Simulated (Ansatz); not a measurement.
# InH3: one structure at several levels

A test off equilibrium: a structure displaced at random from a GFN2-xTB minimum is computed at several levels, and each is set against CCSD(T).

The runs use Ansatz 0.2.0, Gaussian basis; single points in def2-TZVPP.

Cores are frozen in the correlated methods. Filled d shells of the heavier atoms are correlated. Core potentials replace the inner electrons past krypton, and spin-orbit coupling is left out.

## Step 1: Starting geometry

4 atoms, charge 0, spin multiplicity 1.

Atoms are counted from 1 here; the program's logs count them from 0.

Bond lengths: In1–H2 1.743 Å, In1–H3 1.780 Å, In1–H4 1.678 Å. Angles: H2–In1–H3 120.3°, H2–In1–H4 117.3°, H3–In1–H4 122.4°.

As a file:

```xyz
4

In    0.0246   -0.0387    0.0331
H     0.4366    1.5017    0.7368
H    -1.1349   -0.1286   -1.3140
H     0.7571   -1.4016    0.6829
```

## Step 2: CCSD(T)/def2-TZVPP

Input file run/in.yaml:

```yaml
crystal:
  periodic: [false, false, false]
  atoms:
    - {symbol: In, position_ang: [0.024600, -0.038700, 0.033100]}
    - {symbol: H, position_ang: [0.436600, 1.501700, 0.736800]}
    - {symbol: H, position_ang: [-1.134900, -0.128600, -1.314000]}
    - {symbol: H, position_ang: [0.757100, -1.401600, 0.682900]}
basis:
  gaussian: {orbitals: def2-TZVPP}
correlation: {method: ccsd_t}
output: {forces: true}
```

No record of the launch command was kept for these runs.

## Step 3: PBE0-D4/def2-TZVPP

Edit run/in.yaml of step 2 so:

```diff
@@ -9,3 +9,3 @@
   gaussian: {orbitals: def2-TZVPP}
-correlation: {method: ccsd_t}
-output: {forces: true}
+hamiltonian: {xc: pbe0, dispersion: d4}
+output: {forces: true, orbitals: {seedname: orbitals}}
```

## Step 4: wB97M-V/def2-TZVPP

Edit run/in.yaml of step 3 so:

```diff
@@ -9,3 +9,3 @@
   gaussian: {orbitals: def2-TZVPP}
-hamiltonian: {xc: pbe0, dispersion: d4}
-output: {forces: true, orbitals: {seedname: orbitals}}
+hamiltonian: {xc: {name: wB97M-V}}
+output: {forces: true}
```

## Step 5: r2SCAN-D4/def2-TZVPP

Edit run/in.yaml of step 4 so:

```diff
@@ -9,3 +9,3 @@
   gaussian: {orbitals: def2-TZVPP}
-hamiltonian: {xc: {name: wB97M-V}}
+hamiltonian: {xc: r2scan, dispersion: d4}
 output: {forces: true}
```

## Step 6: PBE-D4/def2-TZVPP

Edit run/in.yaml of step 5 so:

```diff
@@ -9,3 +9,3 @@
   gaussian: {orbitals: def2-TZVPP}
-hamiltonian: {xc: r2scan, dispersion: d4}
+hamiltonian: {xc: pbe, dispersion: d4}
 output: {forces: true}
```

## Step 7: HSE06-D4/def2-TZVPP

Edit run/in.yaml of step 6 so:

```diff
@@ -9,3 +9,3 @@
   gaussian: {orbitals: def2-TZVPP}
-hamiltonian: {xc: pbe, dispersion: d4}
+hamiltonian: {xc: hse06, dispersion: d4}
 output: {forces: true}
```

## Step 8: wB97X-V/def2-TZVPP

Edit run/in.yaml of step 7 so:

```diff
@@ -9,3 +9,3 @@
   gaussian: {orbitals: def2-TZVPP}
-hamiltonian: {xc: hse06, dispersion: d4}
+hamiltonian: {xc: {name: wB97X-V}}
 output: {forces: true}
```

(Steps that only read results are left out.)

What does the calculation give? Wanted: energy less free atoms, CCSD(T)/def2-TZVPP; RMS force component; RMS force error; HOMO and LUMO, PBE0-D4; T1 diagnostic.

As calculated:

```
                                  quantity                                                                                            value
energy less free atoms, CCSD(T)/def2-TZVPP                                                                                    -723.8 kJ/mol
                       RMS force component                                                             0.379 to 0.398 eV/Å over the methods
                           RMS force error  PBE0-D4 0.037, wB97M-V 0.015, r2SCAN-D4 0.018, PBE-D4 0.106, HSE06-D4 0.039, wB97X-V 0.007 eV/Å
                    HOMO and LUMO, PBE0-D4                                                                               -8.09 and -1.91 eV
                             T1 diagnostic                                                                                            0.014
```

Against CCSD(T) the functionals' energies less atoms differ by -19.4 to +26.8 kJ/mol, PBE-D4 by +26.8 kJ/mol. A larger basis would deepen the CCSD(T) value, while the functionals are nearly converged already, so the order here is not reliable. For forces wB97X-V does best and PBE-D4 worst. Frozen-core CCSD(T) forces in triple zeta carry basis errors of their own, and this is one geometry, so small gaps rank nothing.
